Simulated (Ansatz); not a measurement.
**LaAl2SnRu2 (element-swapped structure): how the settings move a single-point run**

Aim: see which settings change the result for LaAl2SnRu2 (element-swapped structure), by how much, and at what cost.

Method: reference: DFT r2SCAN, plane waves, PAW, scalar-relativistic, no spin polarisation, in Ansatz 0.2.0.

## (1) The system as given

Symmetry: P4/mmm, No. 123, tetragonal system. The conventional cell has a = 4.550 Å, b = 4.550 Å, c = 6.118 Å, α = 90.00°, β = 90.00°, γ = 90.00°. La (site symmetry 4/mmm) is surrounded by 2 Sn at 3.06 Å. Sn (site symmetry 4/mmm) is surrounded by 4 Ru at 2.28 Å. Around Al (site symmetry 4mm) lie 4 Ru at 2.75 Å and 2 Al at 3.01 to 3.10 Å. Around Ru (site symmetry mmm) lie 2 Sn at 2.28 Å.

Structure file:

```
La Sn Al Ru
1.0
     4.55024    0.00000    0.00000
     0.00000    4.55024    0.00000
     0.00000    0.00000    6.11811
La Sn Al Ru
1 1 2 2
Cartesian
  0.0000 0.0000 3.0591
  0.0000 0.0000 0.0000
  2.2751 2.2751 1.5522
  2.2751 2.2751 4.5659
  0.0000 2.2751 0.0000
  2.2751 0.0000 0.0000
```

## (2) The reference run

input.yaml reads:

```yaml
crystal:
  lattice:
    - [4.550242, 0.0, 0.0]
    - [0.0, 4.550242, 0.0]
    - [0.0, 0.0, 6.118106]
  atoms:
    - { symbol: La, position: [0.0, 0.0, 0.5] }
    - { symbol: Sn, position: [0.0, 0.0, 0.0] }
    - { symbol: Al, position: [0.5, 0.5, 0.2537] }
    - { symbol: Al, position: [0.5, 0.5, 0.7463] }
    - { symbol: Ru, position: [0.0, 0.5, 0.0] }
    - { symbol: Ru, position: [0.5, 0.0, 0.0] }
  symmetry: { tolerance: 0.0003 }
kpoints:
  mp_grid: { grid: [4, 4, 3], shift: [0, 0, 0] }
magnetization:
  spin_polarized: false
scf:
  occupations: { method: fermi_dirac }
hamiltonian:
  pseudopotentials: { kind: paw }
  xc: r2scan
basis:
  ecutwfc: 500
output:
  forces: true
  stress: true
  eigenvalues: true
```

Started as:

```console
$ ansatz run input.yaml --threads 1 --pin off --max-ram 2560MiB --backend cpu --events-out ev --progress --plain --runs-dir out
```

## (3) Changed: ecutwfc 200 eV

Edit input.yaml of step 2 so:

```diff
@@ -23,3 +23,3 @@
 basis:
-  ecutwfc: 500
+  ecutwfc: "200 eV"
 output:
```

## (4) Changed: mp_grid.grid [6, 6, 4]

Edit input.yaml of step 2 so:

```diff
@@ -14,3 +14,3 @@
 kpoints:
-  mp_grid: { grid: [4, 4, 3], shift: [0, 0, 0] }
+  mp_grid: { grid: [6, 6, 4], shift: [0, 0, 0] }
 magnetization:
```

## (5) Changing settings: mp_grid.grid [3, 3, 2], scf.algorithm density_mixing, mixing.algorithm broyden, mixing.beta 0.2

Edit input.yaml of step 2 so:

```diff
@@ -14,3 +14,3 @@
 kpoints:
-  mp_grid: { grid: [4, 4, 3], shift: [0, 0, 0] }
+  mp_grid: { grid: [3, 3, 2], shift: [0, 0, 0] }
 magnetization:
@@ -19,2 +19,4 @@
   occupations: { method: fermi_dirac }
+  algorithm: density_mixing
+  mixing: { algorithm: broyden, beta: 0.2 }
 hamiltonian:
```

## (6) Variant: occupations.method tetrahedron_uncorrected

Edit input.yaml of step 2 so:

```diff
@@ -18,3 +18,3 @@
 scf:
-  occupations: { method: fermi_dirac }
+  occupations: { method: tetrahedron_uncorrected }
 hamiltonian:
@@ -28 +28,5 @@
   eigenvalues: true
+  write_density: true
+  write_potential: true
+  elf: true
+  volumetric_format: npy
```

What does the calculation give? Wanted: for each run, ending; energy change; pressure; gap; force.

**Answer**, as computed:

| run | ending | energy change | pressure (GPa) | gap (eV) | force (eV/Å) | cycles | time |
| --- | --- | --- | --- | --- | --- | --- | --- |
| reference | converged | 0 | 10.5 | 0.00 | 0.65 | 8 | 14 s |
| 1: ecutwfc 200 eV | converged | +4.25 eV/atom | 12.3 | 0.00 | 0.93 | 9 | 4.6 s |
| 2: mp_grid.grid [6, 6, 4] | converged | +0.9 meV/atom | 10.5 | 0.00 | 0.65 | 9 | 22 s |
| 3: mp_grid.grid [3, 3, 2], scf.algorithm density_mixing, mixing.algorithm broyden, mixing.beta 0.2 | converged | -13.9 meV/atom | 10.3 | 0.00 | 0.64 | 14 | 10 s |
| 4: occupations.method tetrahedron_uncorrected | converged | +9.0 meV/atom (σ→0) | 10.5 | 0.00 | 0.61 | 8 | 13 s |

Times don't compare one to one where runs were asked for different outputs or read a saved state (see the inputs); cycles may leave out searches for a lower state.

Residual by cycle in the longest SCF loop of each run; runs are numbered as in the table. The quantity is the density residual dr2, in eV.

| cycle | reference | run 1 | run 2 | run 3 | run 4 |
| --- | --- | --- | --- | --- | --- |
| 1 | 0.309 | 6.49 | 0.261 | 0.336 | 0.241 |
| 2 | 0.0455 | 1.76 | 0.0429 | 0.171 | 0.0431 |
| 3 | 0.0228 | 0.228 | 0.0198 | 0.0482 | 0.0187 |
| 5 | 3.2e-4 | 3.8e-4 | 2.1e-4 | 0.00188 | 2.0e-4 |
| 6 | 8.5e-6 | 1.0e-4 | 1.7e-5 | 0.00123 | 6.9e-6 |
| 7 | 3.3e-6 | 5.1e-6 | 1.0e-5 | 1.2e-4 | 2.5e-6 |
| 8 | 5.4e-8 | 1.5e-6 | 5.8e-7 | 5.9e-5 | 9.5e-8 |
| 9 | - | 7.7e-8 | 2.4e-8 | 2.3e-5 | - |
| 10 | - | - | - | 8.5e-6 | - |
| 12 | - | - | - | 1.0e-6 | - |
| 13 | - | - | - | 1.6e-7 | - |
| 14 | - | - | - | 9.4e-8 | - |

Run 1 ran under the cutoff that the potentials recommend, as the log warns, so basis error is mixed into its values.

The reference is no final answer either: it is run without spin, though an odd electron count or open d shells could carry moments; the structure is made up and not relaxed.
